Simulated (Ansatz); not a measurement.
# AlAsH₃ (doublet): the correlation ladder, cc-pVTZ

One table from this session's results is given with a row withheld; the runs are named, their logs left out.

The runs use Ansatz 0.2.0, Gaussian basis; cc-pVTZ, core rule «outside noble gas», up to 19 orbitals frozen.

Plan: UHF; CCSD(T) on ROHF; CCSD(T) on UHF; BCCD(T) on ROHF; CCSDT(Q) on ROHF; CCSDT(Q) on UHF.

9 further runs of the same task are left out: 4 for a known fault of the program, 5 set aside as unsound or not needed.

## What is computed

The geometry is a PBE0/def2-TZVP stationary point (not a proven minimum). No spin-orbit coupling is included. The filled d shell of As may be among the frozen orbitals whatever the setting's name suggests; the logs give the count.

5 atoms, charge 0, spin multiplicity 2.

Atoms are counted from 1 here; the program's logs count them from 0.

Bond lengths: Al1–As2 2.440 Å, Al1–H3 1.587 Å, Al1–H4 1.587 Å, As2–H5 1.528 Å. Angles: As2–Al1–H3 121.9°, As2–Al1–H4 117.9°, H3–Al1–H4 120.2°, Al1–As2–H5 91.0°.

The first run:

The input, in.yaml:

```yaml
crystal:
  periodic: [false, false, false]
  atoms:
    - {symbol: Al, position_ang: [0.000000, 0.020463, 1.750773]}
    - {symbol: As, position_ang: [0.000000, -0.027757, -0.688843]}
    - {symbol: H, position_ang: [0.000000, 1.383794, 2.563130]}
    - {symbol: H, position_ang: [0.000000, -1.367803, 2.519896]}
    - {symbol: H, position_ang: [0.000000, 1.499472, -0.746751]}
basis:
  gaussian: {orbitals: cc-pVTZ}
magnetization: {spin_polarized: true, initial_magnetization: 1}
hamiltonian: {xc: hf}
output: {orbitals: {seedname: orbitals}}
```

Launch:

```
ansatz run in.yaml --threads 1 --pin off --events-out ev --progress --plain --max-ram 4096MiB --backend cpu
```

Steps of the session up to this table: UHF; CCSD(T) on ROHF; CCSD(T) on UHF; BCCD(T) on ROHF; CCSDT(Q) on ROHF; CCSDT(Q) on UHF.

One table of the session follows, with a row left open; its other results are not shown here.

```
   method  from UCCSDT(Q) (meV)
     ROHF               +6732.5
      UHF               +6623.4
     RMP2               +1257.0
     UMP2               +1276.5
    RCCSD                +261.0
    UCCSD                +255.3
 RCCSD(T)                 +44.5
 UCCSD(T)                 +42.5
  BCCD(T)                     ?
   RCCSDT                 +12.2
   UCCSDT                  +9.4
RCCSDT(Q)                  +3.0
UCCSDT(Q)                     0
```

**Question.** Estimate the row for BCCD(T).

As computed: from UCCSDT(Q) (meV): +44.0. In the column «from UCCSDT(Q) (meV)» it lies between UCCSD(T) (+42.5) and RCCSD(T) (+44.5).

With the free atoms at the same levels and basis (separate runs), the atomisation energy is 10.632 eV at UCCSDT(Q), 10.637 eV at RCCSD(T), 10.620 eV at UCCSD(T), 7.898 eV at ROHF.

To keep in mind: Restricted and unrestricted rows rest on different reference determinants; where their highest levels disagree by more than a few hundredths of an eV, they describe different states and don't form one ladder.
